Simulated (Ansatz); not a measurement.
# LaAs: the cost of one run

Computed with the Python package of Ansatz 0.2.0. Level of theory: DFT PBEsol, plane waves, PAW.

## (1) Starting point

Symmetry: Fm-3m, No. 225, cubic system. Conventional cell: a = 6.151 Å, b = 6.151 Å, c = 6.151 Å, α = 90.00°, β = 90.00°, γ = 90.00°. Around La (site symmetry m-3m) lie 6 As at 3.08 Å. Around As (site symmetry m-3m) lie 6 La at 3.08 Å.

The script holds or builds the structure itself.

## (2) The code

The input, strain.py:

```python
import ansatz as az
import numpy as np

VECTORS = np.array([
    [0.0, 3.0755, 3.0755],
    [3.0755, 0.0, 3.0755],
    [3.0755, 3.0755, 0.0],
])
SITES = [
    ('La', (0.5, 0.5, 0.5)),
    ('As', (0.0, 0.0, 0.0)),
]


def on_lattice(cell):
    crystal = az.Crystal(lattice=az.Lattice.of(cell))
    for symbol, position in SITES:
        crystal = crystal.atom(symbol, position)
    return crystal

values = np.linspace(-0.05, 0.05, 7)
energies = []
for d in values:
    strain = d / 2 * (np.ones((3, 3)) - np.eye(3))
    cell = VECTORS @ (np.eye(3) + strain)
    model = (
        on_lattice(cell).calculation()
        .occupations(az.OccupationsMethod.FERMI_DIRAC, width=0.1)
        .basis(31 * az.Ry)
        .functional('PBEsol')
        .kpoints(10, 10, 10)
    )
    summary = model.run(threads=1, backend='cpu').report
    energies.append(summary['free_energy_ev'] / len(SITES))
    print(f'd = {d:+.4f}  F = {energies[-1]:.5f} eV/atom')
energies = np.array(energies)

for value, e in zip(values, energies):
    print(f'strain {value:7.3f}   E - Emin = {1000 * (e - energies.min()):9.3f} meV/atom')
np.savetxt('strain.csv', np.column_stack([values, energies]), fmt='%.6f', delimiter=',', header='strain,energy_eV_per_atom')
curvature = 2 * np.polyfit(values, energies, 3)[1]
volume = abs(np.linalg.det(VECTORS)) / len(SITES)
print(f'd2E/dd2 over the volume: {curvature / volume * 160.21766:.1f} GPa')
```

## (3) Running it

Launch:

```bash
$ python strain.py
```

Q: Estimate wall time and peak memory on 1 thread of Arm Neoverse V1, shared host.

About 32 s, with a peak of 0.47 GiB.
